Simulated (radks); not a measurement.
**Rb⁴⁺ in [Ar] 3d10 4s2 4p2.5 5p0.5: an all-electron calculation**

Aim: the levels, the sizes of the orbitals and the parts of the energy of the rubidium ion Rb4+.

Method: scalar-relativistic Kohn-Sham, r2SCAN, spin-unpolarised, spherical densities, finite nucleus. Code: radks (a radial shooting solver on a logarithmic mesh, Libxc functionals) version 1.

## (1) The atom as given

* element: rubidium (Z = 37)
* charge: +4
* electrons: 33
* configuration: [Ar] 3d10 4s2 4p2.5 5p0.5
* nuclear rms radius: 4.2036 fm

## (2) The run

Input:

```text
Z 37
configuration [Ar] 3d10 4s2 4p2.5 5p0.5 5s0 4d0 4f0 6p0
relativity scalar-relativistic
functional r2scan,r2scan
spin unpolarised
nucleus finite rms 4.2036 fm
c 137.035999084
```

Command:

```bash
$ python run_ks.py task.json out
```

This one command runs every case of the session in turn.

Q: Predict the outcome of this run.

The runs gave:

```
                        quantity                value
                    total energy  -2976.32796 hartree
exchange-correlation share of it               3.33 %
                            −T/E               1.0243
          highest occupied level       5p, -25.592 eV
    most extended occupied level  5p, <r> = 3.42 bohr
 radius at density 0.001 e/bohr³            3.83 bohr
    maxima of the radial density                    3
```

**Reading.** 5 principal shells are occupied and 3 maxima appear in the radial density; where shells overlap, one shows as a shoulder or not at all. Relativity lifts −T/E to 1.024. This is not the tabulated ground configuration, so its levels and sizes aren't those of the ground state, and no measured value stands beside it.
